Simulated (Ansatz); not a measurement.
# AlGeH₅ (singlet): trial inputs and their diagnosis at distance Ge1–Al2 = 2.479 Å

3 inputs are run for AlGeH₅ (singlet) as typed; the log has to tell whether the result can be used and what must change.

Program: Ansatz 0.2.0, Gaussian basis. Level of theory: the settings change from run to run. These are calculated values, not measurements.

19 further runs of the same task are left out: 2 for a mislabelled method, 11 that didn't finish, 6 set aside as unsound or not needed.

### 1 The geometry

The geometry derives from a PBE0/def2-TZVP stationary point (not a proven minimum). One bond is set to the value named and the two fragments are kept rigid. No spin-orbit coupling is included. The filled d shell of Ge may be among the frozen orbitals whatever the setting's name suggests; the logs give the count.

7 atoms, charge 0, spin multiplicity 1.

Atoms are counted from 1 here; the program's logs count them from 0.

Bond lengths: Ge1–Al2 2.479 Å, Ge1–H3 1.541 Å, Ge1–H4 1.543 Å, Ge1–H5 1.543 Å, Al2–H6 1.588 Å, Al2–H7 1.588 Å. Angles: Al2–Ge1–H3 113.9°, Al2–Ge1–H4 111.3°, Al2–Ge1–H5 111.3°, H3–Ge1–H4 106.9°, H3–Ge1–H5 106.9°, H4–Ge1–H5 106.0°, Ge1–Al2–H6 121.3°, Ge1–Al2–H7 119.4°, H6–Al2–H7 119.3°.

### 2 Attempt 1

File in.yaml:

```yaml
crystal:
  periodic: [false, false, false]
  atoms:
    - {symbol: Ge, position_ang: [0.000000, 0.000899, 0.685381]}
    - {symbol: Al, position_ang: [0.000000, 0.001025, -1.793332]}
    - {symbol: H, position_ang: [0.000000, 1.409025, 1.310315]}
    - {symbol: H, position_ang: [1.232737, -0.738751, 1.246452]}
    - {symbol: H, position_ang: [-1.232737, -0.738751, 1.246452]}
    - {symbol: H, position_ang: [0.000000, 1.358175, -2.617361]}
    - {symbol: H, position_ang: [0.000000, -1.381914, -2.574090]}
basis:
  gaussian: {orbitals: cc-pVDZ}
correlation: {active_space: {window: {electrons: 2, orbitals: 2}}}
magnetization: {spin_polarized: true, initial_magnetization: 0}
```

Command:

```sh
$ ansatz run in.yaml --threads 1 --pin off --events-out ev --progress --plain --max-ram 2393MiB
```

Standard output:

```text
Error: invalid value for `correlation.active_space`: it starts from restricted Hartree–Fock orbitals; set hamiltonian.xc: hf without magnetization.spin_polarized
```

It took 0.03 s on 1 thread of AMD EPYC 9R45, shared host.

Diagnosis: The run was refused. An active space is asked on unrestricted orbitals. Cure: drop spin_polarized: true.

### 3 Attempt 2

File in.yaml:

```yaml
crystal:
  periodic: [false, false, false]
  atoms:
    - {symbol: Ge, position_ang: [0.000000, 0.000899, 0.685381]}
    - {symbol: Al, position_ang: [0.000000, 0.001025, -1.793332]}
    - {symbol: H, position_ang: [0.000000, 1.409025, 1.310315]}
    - {symbol: H, position_ang: [1.232737, -0.738751, 1.246452]}
    - {symbol: H, position_ang: [-1.232737, -0.738751, 1.246452]}
    - {symbol: H, position_ang: [0.000000, 1.358175, -2.617361]}
    - {symbol: H, position_ang: [0.000000, -1.381914, -2.574090]}
basis:
  gaussian: {orbitals: def2-TZVP}
correlation: {active_space: {ras: {orbitals: [6, 0, 90], electrons: 12, max_holes: 2, max_particles: 2}, fixed_orbitals: true}}
nroots: 3
```

Same command.

Standard output:

```text
Error: YAML parse error: error: line 14 column 1: unknown field `nroots`, expected one of crystal, accuracy, basis, kpoints, hamiltonian, magnetization, projection, total_charge, correlation, batch, efield, external_charges, scf, relax, neb, saddle, md, ramp, phonons, dielectric, real_time, elastic, magnetic_configurations, gw, evaluate, workflow, output, checkpoint, execution
  --> <input>:14:1
   |
12 |   gaussian: {orbitals: def2-TZVP}
13 | correlation: {active_space: {ras: {orbitals: [6, 0, 90], electron…
14 | nroots: 3
   | ^ unknown field `nroots`, expected one of crystal, accuracy, basis, kpoints, hamiltonian, magnetization, projection, total_charge, correlation, batch, efield, external_charges, scf, relax, neb, saddle, md, ramp, phonons, dielectric, real_time, elastic, magnetic_configurations, gw, evaluate, workflow, output, checkpoint, execution
```

Run time: 0.03 s. Hardware: 1 thread of AMD EPYC 9R45, shared host.

**Diagnosis.** The run was refused. The input holds a key that the program doesn't read here. Cure: remove it or spell it as the reference does.

### 4 Attempt 3

File in.yaml:

```yaml
crystal:
  periodic: [false, false, false]
  atoms:
    - {symbol: Ge, position_ang: [0.000000, 0.000899, 0.685381]}
    - {symbol: Al, position_ang: [0.000000, 0.001025, -1.793332]}
    - {symbol: H, position_ang: [0.000000, 1.409025, 1.310315]}
    - {symbol: H, position_ang: [1.232737, -0.738751, 1.246452]}
    - {symbol: H, position_ang: [-1.232737, -0.738751, 1.246452]}
    - {symbol: H, position_ang: [0.000000, 1.358175, -2.617361]}
    - {symbol: H, position_ang: [0.000000, -1.381914, -2.574090]}
basis:
  gaussian: {orbitals: "6-31G*"}
correlation: {active_space: {window: {electrons: 2, orbitals: 2}}}
accuracy: high
magnetization: {spin_polarized: true, initial_magnetization: 0}
```

Same command.

Standard output:

```text
Error: invalid value for `correlation.active_space`: it starts from restricted Hartree–Fock orbitals; set hamiltonian.xc: hf without magnetization.spin_polarized
```

Run time: 0.03 s. Hardware: 1 thread of AMD EPYC 9R45, shared host.

**Diagnosis.** The run was refused. An active space is asked on unrestricted orbitals. Cure: drop spin_polarized: true.

### 5 Summary

```
attempt                level    ended                                                     cause    time
      1  CASSCF(2,2)/cc-pVDZ  refused         an active space is asked on unrestricted orbitals  0.03 s
      2       CISD/def2-TZVP  refused  the input holds a key that the program doesn't read here  0.03 s
      3   CASSCF(2,2)/6-31G*  refused         an active space is asked on unrestricted orbitals  0.03 s
```

3 refused.
